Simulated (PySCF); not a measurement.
**A gas-phase reaction: H3InO2 + F2 → FH2InO2 + FH**

Aim: the reaction energy of `[OH][InH][OH]` + `FF` → `[OH][In]([OH])[F]` + `F`.

Computed with PySCF 2.14.0; each step states its level. No surroundings beyond the atoms listed, unless a continuum is named. Atoms count from 0, parts from 1.

## 1. Starting point

Each species was relaxed by itself at PBE0-D3(BJ)/def2-SVPD.

## 2. Energies of the species: wB97M-D3(BJ)/def2-TZVPD

What the job is given:

```
{"job": {"kind": "react", "xc": "wB97M-D3(BJ)", "basis": "def2-TZVPD"}, "charge": 0, "multiplicity": 1}
-1 H3InO2 charge 0 multiplicity 1
O      0.441970    -0.060010     1.496500
In    -0.217120     0.479250    -0.325180
O     -0.122300    -1.146510    -1.486540
H      0.447210     0.634750     2.160690
H     -0.762240     2.002580    -0.840930
H      0.212680    -1.910110    -1.004480

-1 F2 charge 0 multiplicity 1
F      0.688930    -0.006430     0.007620
F     -0.688930     0.006420    -0.007620

+1 FH2InO2 charge 0 multiplicity 1
O      0.033200    -0.976940     1.733150
In    -0.216780     0.218480     0.173140
O      0.604670    -0.001010    -1.626030
F     -1.383390     1.781230     0.404490
H      0.614450    -1.722840     1.549280
H      0.347860     0.701110    -2.234060

+1 FH charge 0 multiplicity 1
F      0.459860    -0.001790     0.014550
H     -0.459860     0.001790    -0.014550
```

Level: wB97M-D3(BJ)/def2-TZVPD reaction energy of separated species, gas phase.

Launch:

```console
OMP_NUM_THREADS=1 python cluster_run.py task.json out
```

This one command runs all jobs of the session in turn.

The program printed:

```text
species 1 (H3InO2)
coarse grid: 25864 points
cycle   1  E = -341.8788196348  dE = -3.246e+01  |g| = 1.891e+00  |ddm| = 4.674e+01
cycle   2  E = -342.0112922653  dE = -1.325e-01  |g| = 1.874e+00  |ddm| = 5.796e+00
cycle   3  E = -342.5271688080  dE = -5.159e-01  |g| = 2.388e-01  |ddm| = 1.718e+00
cycle   4  E = -342.5337565304  dE = -6.588e-03  |g| = 1.451e-01  |ddm| = 2.631e-01
cycle   5  E = -342.5372972195  dE = -3.541e-03  |g| = 9.674e-03  |ddm| = 1.586e-01
cycle   6  E = -342.5373394994  dE = -4.228e-05  |g| = 5.105e-03  |ddm| = 2.604e-02
cycle   7  E = -342.5373459601  dE = -6.461e-06  |g| = 2.979e-03  |ddm| = 9.727e-03
final grid: 52576 points
cycle   8  E = -342.5374049296  dE =  7.325e-07  |g| = 3.973e-03  |ddm| = 4.949e-03
cycle   9  E = -342.5374026031  dE =  2.327e-06  |g| = 5.485e-03  |ddm| = 4.523e-03
cycle  10  E = -342.5374075705  dE = -4.967e-06  |g| = 7.765e-05  |ddm| = 2.735e-03
cycle  11  E = -342.5374075746  dE = -4.145e-09  |g| = 4.377e-05  |ddm| = 2.402e-04
cycle  12  E = -342.5374075756  dE = -9.783e-10  |g| = 2.168e-05  |ddm| = 9.650e-05
converged SCF energy = -342.5374075756

species 2 (F2)
coarse grid: 10600 points
cycle   1  E = -199.6113005114  dE =  1.195e-02  |g| = 3.458e-01  |ddm| = 1.052e+00
cycle   2  E = -199.6264069691  dE = -1.511e-02  |g| = 1.647e-01  |ddm| = 1.842e-01
cycle   3  E = -199.6293651069  dE = -2.958e-03  |g| = 2.217e-02  |ddm| = 5.435e-02
cycle   4  E = -199.6294266878  dE = -6.158e-05  |g| = 8.600e-03  |ddm| = 1.161e-02
cycle   5  E = -199.6294375378  dE = -1.085e-05  |g| = 7.501e-04  |ddm| = 4.105e-03
cycle   6  E = -199.6294376761  dE = -1.383e-07  |g| = 3.049e-05  |ddm| = 6.348e-04
final grid: 23208 points
cycle   7  E = -199.6294280554  dE = -2.177e-09  |g| = 2.058e-05  |ddm| = 1.253e-04
cycle   8  E = -199.6294280555  dE = -6.887e-11  |g| = 1.072e-05  |ddm| = 1.685e-05
converged SCF energy = -199.6294280555

species 3 (FH2InO2)
coarse grid: 28696 points
cycle   1  E = -441.3299963407  dE = -3.261e+01  |g| = 1.775e+00  |ddm| = 4.761e+01
cycle   2  E = -441.6067880273  dE = -2.768e-01  |g| = 1.442e+00  |ddm| = 5.191e+00
cycle   3  E = -441.8762998641  dE = -2.695e-01  |g| = 1.150e-01  |ddm| = 1.479e+00
cycle   4  E = -441.8774572427  dE = -1.157e-03  |g| = 1.082e-01  |ddm| = 1.265e-01
cycle   5  E = -441.8793321225  dE = -1.875e-03  |g| = 9.213e-03  |ddm| = 1.144e-01
cycle   6  E = -441.8794174933  dE = -8.537e-05  |g| = 4.151e-03  |ddm| = 3.782e-02
cycle   7  E = -441.8794258547  dE = -8.361e-06  |g| = 2.780e-03  |ddm| = 1.032e-02
final grid: 58808 points
cycle   8  E = -441.8794126111  dE = -7.532e-07  |g| = 3.728e-03  |ddm| = 4.900e-03
cycle   9  E = -441.8794106549  dE =  1.956e-06  |g| = 5.181e-03  |ddm| = 4.644e-03
cycle  10  E = -441.8794150773  dE = -4.422e-06  |g| = 1.474e-04  |ddm| = 2.746e-03
cycle  11  E = -441.8794151098  dE = -3.249e-08  |g| = 5.818e-05  |ddm| = 6.718e-04
cycle  12  E = -441.8794151116  dE = -1.861e-09  |g| = 3.535e-05  |ddm| = 1.208e-04
cycle  13  E = -441.8794151119  dE = -3.056e-10  |g| = 5.999e-06  |ddm| = 5.747e-05
converged SCF energy = -441.8794151119

species 4 (FH)
coarse grid: 7776 points
cycle   1  E = -100.4688149335  dE = -9.408e-02  |g| = 4.644e-01  |ddm| = 6.197e-01
cycle   2  E = -100.4724961166  dE = -3.681e-03  |g| = 5.038e-01  |ddm| = 3.808e-01
cycle   3  E = -100.5053092722  dE = -3.281e-02  |g| = 2.574e-02  |ddm| = 1.678e-01
cycle   4  E = -100.5053852501  dE = -7.598e-05  |g| = 5.006e-03  |ddm| = 1.077e-02
cycle   5  E = -100.5053898913  dE = -4.641e-06  |g| = 4.334e-04  |ddm| = 3.766e-03
final grid: 16976 points
cycle   6  E = -100.5053937482  dE = -6.400e-08  |g| = 1.071e-04  |ddm| = 8.223e-04
cycle   7  E = -100.5053937516  dE = -3.441e-09  |g| = 8.275e-05  |ddm| = 2.185e-04
cycle   8  E = -100.5053937525  dE = -8.947e-10  |g| = 2.031e-05  |ddm| = 3.755e-05
converged SCF energy = -100.5053937525

Reaction energy = -136.724 kcal/mol
```

Run time: 21 s. Hardware: 1 thread of Arm Neoverse V2, shared host; peak memory 0.64 GiB.

Species by species (with the dispersion term, which the log's SCF energies lack):

```
 ν            species  energy (Eh)  HOMO (eV)
-1      [OH][InH][OH]   -342.54057     -10.86
-1                 FF   -199.62975     -14.36
+1  [OH][In]([OH])[F]   -441.88257     -11.68
+1                  F   -100.50563     -14.54
```

## 3. Reaction energy: PBE0-D3(BJ)/def2-TZVPD

The job, as its differences from that of step 2:

```diff
@@ -1,2 +1,2 @@
-{"job": {"kind": "react", "xc": "wB97M-D3(BJ)", "basis": "def2-TZVPD"}, "charge": 0, "multiplicity": 1}
+{"job": {"kind": "react", "xc": "PBE0", "basis": "def2-TZVPD", "disp": "d3bj"}, "charge": 0, "multiplicity": 1}
 -1 H3InO2 charge 0 multiplicity 1
```

With the program's defaults for keys left out, this is: PBE0-D3(BJ)/def2-TZVPD reaction energy of separated species, gas phase.

The program printed:

```text
species 1 (H3InO2)
coarse grid: 25864 points
cycle   1  E = -341.5010872437  dE = -3.210e+01  |g| = 2.082e+00  |ddm| = 4.673e+01
cycle   2  E = -340.7974701666  dE =  7.036e-01  |g| = 3.062e+00  |ddm| = 7.254e+00
cycle   3  E = -342.2814655501  dE = -1.484e+00  |g| = 4.336e-01  |ddm| = 2.635e+00
cycle   4  E = -342.2987754556  dE = -1.731e-02  |g| = 3.120e-01  |ddm| = 5.843e-01
cycle   5  E = -342.3160595201  dE = -1.728e-02  |g| = 2.564e-02  |ddm| = 2.811e-01
cycle   6  E = -342.3161287022  dE = -6.918e-05  |g| = 1.534e-02  |ddm| = 2.373e-02
cycle   7  E = -342.3161692503  dE = -4.055e-05  |g| = 3.968e-03  |ddm| = 1.087e-02
cycle   8  E = -342.3161720997  dE = -2.849e-06  |g| = 3.247e-04  |ddm| = 3.524e-03
final grid: 52576 points
cycle   9  E = -342.3161878079  dE = -1.481e-07  |g| = 3.381e-04  |ddm| = 1.891e-03
cycle  10  E = -342.3161877556  dE =  5.234e-08  |g| = 6.313e-04  |ddm| = 6.395e-04
cycle  11  E = -342.3161878283  dE = -7.276e-08  |g| = 5.962e-05  |ddm| = 3.962e-04
cycle  12  E = -342.3161878290  dE = -6.219e-10  |g| = 5.590e-06  |ddm| = 4.680e-05
converged SCF energy = -342.3161878290

species 2 (F2)
coarse grid: 2176 points
cycle   1  E = -199.3949429541  dE =  9.181e-02  |g| = 2.764e-01  |ddm| = 1.051e+00
cycle   2  E = -199.4014727500  dE = -6.530e-03  |g| = 1.374e-01  |ddm| = 1.363e-01
cycle   3  E = -199.4037881105  dE = -2.315e-03  |g| = 2.290e-02  |ddm| = 5.059e-02
cycle   4  E = -199.4038511254  dE = -6.301e-05  |g| = 8.080e-03  |ddm| = 1.132e-02
cycle   5  E = -199.4038593312  dE = -8.206e-06  |g| = 1.816e-04  |ddm| = 3.279e-03
final grid: 23208 points
cycle   6  E = -199.4096322301  dE = -7.817e-06  |g| = 1.272e-03  |ddm| = 8.094e-03
cycle   7  E = -199.4096322841  dE = -5.401e-08  |g| = 1.037e-03  |ddm| = 8.887e-04
cycle   8  E = -199.4096324212  dE = -1.371e-07  |g| = 7.524e-05  |ddm| = 4.284e-04
cycle   9  E = -199.4096324220  dE = -7.254e-10  |g| = 1.989e-05  |ddm| = 3.201e-05
converged SCF energy = -199.4096324220

species 3 (FH2InO2)
coarse grid: 28696 points
cycle   1  E = -440.8643637853  dE = -3.223e+01  |g| = 1.964e+00  |ddm| = 4.768e+01
cycle   2  E = -440.8120601049  dE =  5.230e-02  |g| = 2.269e+00  |ddm| = 6.422e+00
cycle   3  E = -441.5436400846  dE = -7.316e-01  |g| = 1.491e-01  |ddm| = 2.176e+00
cycle   4  E = -441.5401205117  dE =  3.520e-03  |g| = 2.088e-01  |ddm| = 3.016e-01
cycle   5  E = -441.5478874218  dE = -7.767e-03  |g| = 1.387e-02  |ddm| = 2.018e-01
cycle   6  E = -441.5479073918  dE = -1.997e-05  |g| = 8.469e-03  |ddm| = 1.429e-02
cycle   7  E = -441.5479194603  dE = -1.207e-05  |g| = 1.147e-03  |ddm| = 6.363e-03
cycle   8  E = -441.5479197275  dE = -2.671e-07  |g| = 3.342e-04  |ddm| = 1.430e-03
final grid: 58808 points
cycle   9  E = -441.5478730563  dE = -8.063e-07  |g| = 6.750e-04  |ddm| = 1.975e-03
cycle  10  E = -441.5478727931  dE =  2.633e-07  |g| = 1.376e-03  |ddm| = 1.383e-03
cycle  11  E = -441.5478731372  dE = -3.441e-07  |g| = 5.439e-05  |ddm| = 9.377e-04
cycle  12  E = -441.5478731373  dE = -8.345e-11  |g| = 4.801e-05  |ddm| = 6.093e-05
cycle  13  E = -441.5478731376  dE = -3.924e-10  |g| = 9.867e-06  |ddm| = 4.245e-05
converged SCF energy = -441.5478731376

species 4 (FH)
coarse grid: 1712 points
cycle   1  E = -100.3541409503  dE = -3.604e-02  |g| = 4.958e-01  |ddm| = 6.253e-01
cycle   2  E = -100.3146225836  dE =  3.952e-02  |g| = 7.430e-01  |ddm| = 5.125e-01
cycle   3  E = -100.3938651269  dE = -7.924e-02  |g| = 2.284e-02  |ddm| = 2.892e-01
cycle   4  E = -100.3939406834  dE = -7.556e-05  |g| = 4.205e-03  |ddm| = 9.787e-03
cycle   5  E = -100.3939426673  dE = -1.984e-06  |g| = 3.557e-04  |ddm| = 1.247e-03
final grid: 16976 points
cycle   6  E = -100.3948398347  dE = -1.860e-05  |g| = 4.004e-03  |ddm| = 7.545e-03
cycle   7  E = -100.3948379022  dE =  1.932e-06  |g| = 5.508e-03  |ddm| = 3.358e-03
cycle   8  E = -100.3948420059  dE = -4.104e-06  |g| = 9.881e-05  |ddm| = 2.016e-03
cycle   9  E = -100.3948420072  dE = -1.267e-09  |g| = 1.772e-05  |ddm| = 3.907e-05
cycle  10  E = -100.3948420073  dE = -4.734e-11  |g| = 3.063e-06  |ddm| = 1.023e-05
converged SCF energy = -100.3948420073

Reaction energy = -136.119 kcal/mol
```

Run time: 10 s. Hardware: 1 thread of Arm Neoverse V2, shared host; peak memory 0.62 GiB.

Reaction energy at this level: -136.1 kcal/mol.

## 4. Reaction energy: MP2/def2-TZVPD

The job, as its differences from that of step 3:

```diff
@@ -1,2 +1,2 @@
-{"job": {"kind": "react", "xc": "PBE0", "basis": "def2-TZVPD", "disp": "d3bj"}, "charge": 0, "multiplicity": 1}
+{"job": {"kind": "react", "xc": "MP2", "basis": "def2-TZVPD"}, "charge": 0, "multiplicity": 1}
 -1 H3InO2 charge 0 multiplicity 1
```

With the program's defaults for keys left out, this is: MP2/def2-TZVPD reaction energy of separated species, gas phase.

The program printed:

```text
species 1 (H3InO2)
final grid: 52576 points
cycle   1  E = -340.3069131317  dE = -3.318e+01  |g| = 1.865e+00  |ddm| = 4.751e+01
cycle   2  E = -340.6539486647  dE = -3.470e-01  |g| = 9.012e-01  |ddm| = 4.652e+00
cycle   3  E = -340.7648371353  dE = -1.109e-01  |g| = 1.507e-01  |ddm| = 1.018e+00
cycle   4  E = -340.7686490919  dE = -3.812e-03  |g| = 5.622e-02  |ddm| = 1.586e-01
cycle   5  E = -340.7692341346  dE = -5.850e-04  |g| = 9.775e-03  |ddm| = 7.267e-02
cycle   6  E = -340.7692877523  dE = -5.362e-05  |g| = 1.656e-03  |ddm| = 3.222e-02
cycle   7  E = -340.7692892705  dE = -1.518e-06  |g| = 7.024e-04  |ddm| = 3.649e-03
cycle   8  E = -340.7692895683  dE = -2.978e-07  |g| = 3.557e-04  |ddm| = 1.304e-03
cycle   9  E = -340.7692896306  dE = -6.231e-08  |g| = 9.557e-05  |ddm| = 5.263e-04
cycle  10  E = -340.7692896372  dE = -6.658e-09  |g| = 2.678e-05  |ddm| = 2.278e-04
cycle  11  E = -340.7692896378  dE = -5.814e-10  |g| = 7.896e-06  |ddm| = 6.582e-05
converged SCF energy = -340.7692896378

species 2 (F2)
final grid: 23208 points
cycle   1  E = -198.7437220510  dE = -9.861e-02  |g| = 3.997e-01  |ddm| = 1.051e+00
cycle   2  E = -198.7662954177  dE = -2.257e-02  |g| = 1.393e-01  |ddm| = 1.852e-01
cycle   3  E = -198.7684699742  dE = -2.175e-03  |g| = 2.171e-02  |ddm| = 5.087e-02
cycle   4  E = -198.7685852019  dE = -1.152e-04  |g| = 5.686e-03  |ddm| = 1.383e-02
cycle   5  E = -198.7685927430  dE = -7.541e-06  |g| = 9.806e-04  |ddm| = 3.640e-03
cycle   6  E = -198.7685930220  dE = -2.790e-07  |g| = 1.391e-04  |ddm| = 7.865e-04
cycle   7  E = -198.7685930265  dE = -4.444e-09  |g| = 1.112e-05  |ddm| = 1.118e-04
cycle   8  E = -198.7685930265  dE = -3.376e-11  |g| = 1.257e-06  |ddm| = 1.187e-05
converged SCF energy = -198.7685930265

species 3 (FH2InO2)
final grid: 58808 points
cycle   1  E = -439.3310283034  dE = -3.335e+01  |g| = 1.787e+00  |ddm| = 4.845e+01
cycle   2  E = -439.6457218295  dE = -3.147e-01  |g| = 7.021e-01  |ddm| = 4.043e+00
cycle   3  E = -439.7053045174  dE = -5.958e-02  |g| = 1.105e-01  |ddm| = 8.634e-01
cycle   4  E = -439.7076904615  dE = -2.386e-03  |g| = 3.538e-02  |ddm| = 1.462e-01
cycle   5  E = -439.7080327082  dE = -3.422e-04  |g| = 1.362e-02  |ddm| = 5.401e-02
cycle   6  E = -439.7081727124  dE = -1.400e-04  |g| = 3.300e-03  |ddm| = 4.110e-02
cycle   7  E = -439.7081833034  dE = -1.059e-05  |g| = 1.130e-03  |ddm| = 1.062e-02
cycle   8  E = -439.7081840721  dE = -7.687e-07  |g| = 4.969e-04  |ddm| = 2.437e-03
cycle   9  E = -439.7081841447  dE = -7.259e-08  |g| = 1.187e-04  |ddm| = 5.525e-04
cycle  10  E = -439.7081841552  dE = -1.051e-08  |g| = 3.791e-05  |ddm| = 2.372e-04
cycle  11  E = -439.7081841563  dE = -1.132e-09  |g| = 1.217e-05  |ddm| = 8.690e-05
cycle  12  E = -439.7081841563  dE = -4.866e-11  |g| = 5.402e-06  |ddm| = 1.596e-05
converged SCF energy = -439.7081841563

species 4 (FH)
final grid: 16976 points
cycle   1  E = -100.0371201438  dE = -1.649e-01  |g| = 4.007e-01  |ddm| = 6.032e-01
cycle   2  E = -100.0578877983  dE = -2.077e-02  |g| = 2.336e-01  |ddm| = 2.533e-01
cycle   3  E = -100.0646341573  dE = -6.746e-03  |g| = 2.356e-02  |ddm| = 8.091e-02
cycle   4  E = -100.0647515852  dE = -1.174e-04  |g| = 6.199e-03  |ddm| = 1.253e-02
cycle   5  E = -100.0647672969  dE = -1.571e-05  |g| = 1.459e-03  |ddm| = 5.121e-03
cycle   6  E = -100.0647685698  dE = -1.273e-06  |g| = 2.290e-04  |ddm| = 1.848e-03
cycle   7  E = -100.0647686042  dE = -3.438e-08  |g| = 1.958e-05  |ddm| = 4.211e-04
cycle   8  E = -100.0647686044  dE = -1.857e-10  |g| = 2.360e-06  |ddm| = 2.495e-05
converged SCF energy = -100.0647686044

Reaction energy = -147.456 kcal/mol
```

Run time: 5 s. Hardware: 1 thread of Arm Neoverse V2, shared host; peak memory 0.54 GiB.

Reaction energy at this level: -147.5 kcal/mol.

## 5. Side by side

Energies in kcal/mol, with wall time:

```
                    run  reaction  time
wB97M-D3(BJ)/def2-TZVPD    -136.7  21 s
 PBE0-D3(BJ)/def2-TZVPD    -136.1  10 s
         MP2/def2-TZVPD    -147.5   5 s
```

## 6. Results

| quantity | value |
| --- | --- |
| reaction energy (wB97M-D3(BJ)/def2-TZVPD) | -136.7 kcal/mol |
| ΔH, ΔG at 298 K (xTB thermal terms) | -134.2, -134.3 kcal/mol |
| range of the reaction energy over the runs of this table | -147.5 to -136.1 kcal/mol |

In words: The reaction is exothermic by 134.2 kcal/mol in the gas phase; dispersion gives +0.06, and xTB itself gave -103.7 for the electronic energy (xTB energies and thermal terms come from the earlier relaxation of each species, not shown). No barrier was sought. xTB and this level differ widely in the electronic energy, so what comes from xTB (the thermal terms above all) is less safe here. The reaction energy runs from -147.5 (MP2/def2-TZVPD) to -136.1 kcal/mol (PBE0-D3(BJ)/def2-TZVPD).
